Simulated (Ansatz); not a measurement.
# F2H4OW: the cost of one run

Program: Ansatz 0.2.0. Level of theory: RKS PBE-D4/def2-SVP. These are calculated values, not measurements.

### Step 1. Starting point

Bond lengths: W1–F2 1.850 Å, W1–H3 1.720 Å, W1–F4 1.850 Å, W1–H5 1.720 Å, W1–O6 1.940 Å, O6–H7 1.010 Å, W1–H8 1.720 Å. Angles (14 of 16 angles, heavy atoms first): F2–W1–F4 90.0°, F2–W1–O6 90.0°, F4–W1–O6 180.0°, F2–W1–H3 90.0°, F2–W1–H5 90.0°, F2–W1–H8 180.0°, H3–W1–F4 90.0°, H3–W1–O6 90.0°, F4–W1–H5 90.0°, F4–W1–H8 90.0°, H5–W1–O6 90.0°, O6–W1–H8 90.0°, W1–O6–H7 109.5°, H3–W1–H5 180.0°.

As a file:

```xyz
8

W     0.0000    0.0000    0.0000
F     0.0000    0.0000    1.8500
H     1.7200    0.0000    0.0000
F     0.0000    1.8500    0.0000
H    -1.7200    0.0000    0.0000
O     0.0000   -1.9400    0.0000
H     0.3816   -2.2771    0.8723
H     0.0000    0.0000   -1.7200
```

### Step 2. Preparing the start

Contents of input.yaml:

```yaml
crystal:
  periodic: [false, false, false]
  atoms:
    - { symbol: W, position_ang: [0.0, 0.0, 0.0] }
    - { symbol: F, position_ang: [0.0, 0.0, 1.85] }
    - { symbol: H, position_ang: [1.72, 0.0, 0.0] }
    - { symbol: F, position_ang: [0.0, 1.85, 0.0] }
    - { symbol: H, position_ang: [-1.72, 0.0, 0.0] }
    - { symbol: O, position_ang: [0.0, -1.94, 0.0] }
    - { symbol: H, position_ang: [0.3816, -2.2771, 0.8723] }
    - { symbol: H, position_ang: [0.0, 0.0, -1.72] }
basis:
  gaussian: { orbitals: def2-SVP }
hamiltonian:
  xc: pbe
  dispersion: d4
relax:
  f_tol: 0.02
  max_steps: 40
```

On the command line:

```sh
$ ansatz run input.yaml --threads 1 --pin off --max-ram 2048MiB --backend cpu --events-out ev --progress --plain --runs-dir out
```

What time and memory should one allow on 1 thread of Arm Neoverse V2, shared host?

About 94 s, with a peak of 0.13 GiB.
